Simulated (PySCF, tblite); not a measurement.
**C7H10OSSi: geometry, infrared bands and NMR shifts**

Aim: predict the infrared bands and NMR shifts of C7H10OSSi (`CC(=S)C1=C[Si@H](O)C=CC1`).

The runs use tblite 0.8.0 and PySCF 2.14.0, with density-fitted response routines of our own; the level of theory stands in each step. All values are computed, except where a source is named. Atoms count from 0, in the outputs and in this text.

## (1) The starting structure

20 atoms, charge 0, multiplicity 1; geometry from: force field or distance geometry start.

Bonds of the start (Å): C0–C1 1.49, C1–S2 1.63, C1–C3 1.47, C3–C4 1.34, C4–Si5 1.87, Si5–O6 1.69, Si5–C7 1.87, C7–C8 1.33, C8–C9 1.46, C9–C3 1.46, C0–H10 1.11, C0–H11 1.10, C0–H12 1.10, C4–H13 1.08, Si5–H14 1.46, O6–H15 0.98, C7–H16 1.09, C8–H17 1.09, C9–H18 1.12, C9–H19 1.13.

## (2) Geometry optimisation with GFN2-xTB

Job settings and geometry (Å):

```
{"job": {"kind": "relax", "xc": "GFN2-xTB", "basis": "xTB"}, "charge": 0, "multiplicity": 1}
C      2.871700    -0.893700    -0.112600
C      2.023400     0.324600    -0.253500
S      2.764700     1.695400    -0.742400
C      0.588300     0.304100     0.055400
C      0.059200    -0.852000     0.472900
Si    -1.776000    -0.778600     0.827600
O     -2.499900    -2.284300     0.598000
C     -2.381600     0.522600    -0.365800
C     -1.501500     1.471800    -0.651500
C     -0.150300     1.556700    -0.091900
H      2.668700    -1.570800    -0.965500
H      2.622900    -1.387600     0.842200
H      3.947800    -0.654900    -0.109300
H      0.624200    -1.764700     0.577600
H     -1.902300    -0.291100     2.199100
H     -2.966300    -2.391100    -0.260400
H     -3.383700     0.475400    -0.784600
H     -1.843600     2.236700    -1.350600
H     -0.207800     2.075000     0.901500
H      0.436800     2.217300    -0.789100
```

Run with:

```bash
> OMP_NUM_THREADS=1 python probes_run.py task.json out
```

This one command runs all jobs of the session in turn.

**Question.** This job is followed by: GFN2-xTB harmonic vibrations, gas phase; GIAO PBE0/pcSseg-1 NMR shielding, non-relativistic, gas phase. What will the session give for the following? strongest single infrared mode (GFN2-xTB); zero-point energy (GFN2-xTB); ¹³C shifts against TMS (PBE0/pcSseg-1); ¹H shifts against TMS (PBE0/pcSseg-1, means over atoms taken as alike); ³³S shifts against CS2 (PBE0/pcSseg-1); ²⁹Si shifts against TMS (PBE0/pcSseg-1); ¹⁷O shifts against H2O (PBE0/pcSseg-1).

The runs gave:

```
                                                              quantity                                               value
                             strongest single infrared mode (GFN2-xTB)                                805 cm⁻¹, 323 km/mol
                                          zero-point energy (GFN2-xTB)                                       92.8 kcal/mol
                                ¹³C shifts against TMS (PBE0/pcSseg-1)   255.7, 161.3, 160.6, 138.7, 131.1, 38.9, 36.1 ppm
¹H shifts against TMS (PBE0/pcSseg-1, means over atoms taken as alike)  7.48, 7.34, 6.28, 5.22, 5.15, 3.33, 2.26, 1.63 ppm
                                ³³S shifts against CS2 (PBE0/pcSseg-1)                                            1110 ppm
                               ²⁹Si shifts against TMS (PBE0/pcSseg-1)                                           -36.7 ppm
                                ¹⁷O shifts against H2O (PBE0/pcSseg-1)                                            30.9 ppm
```

**Reading.** Over 85 steps the energy fell by 0.362 eV; of the close pairs, Si5–O6 changed most, 1.686 to 1.629 Å. All 54 modes are real, so the xTB geometry is a minimum. The strongest single mode, at 805 cm⁻¹, moves mainly H15. Unscaled tight-binding wavenumbers are off by several per cent, some by more. Its intensities can rank the bands wrongly. The most deshielded carbon is C1 (thiocarbonyl carbon), at 255.7 ppm: the small n→π* gap of C=S deshields it strongly. At PBE0/pcSseg-1: The widest tensor belongs to S2: span 2736 ppm, with a paramagnetic part of -1663 ppm.
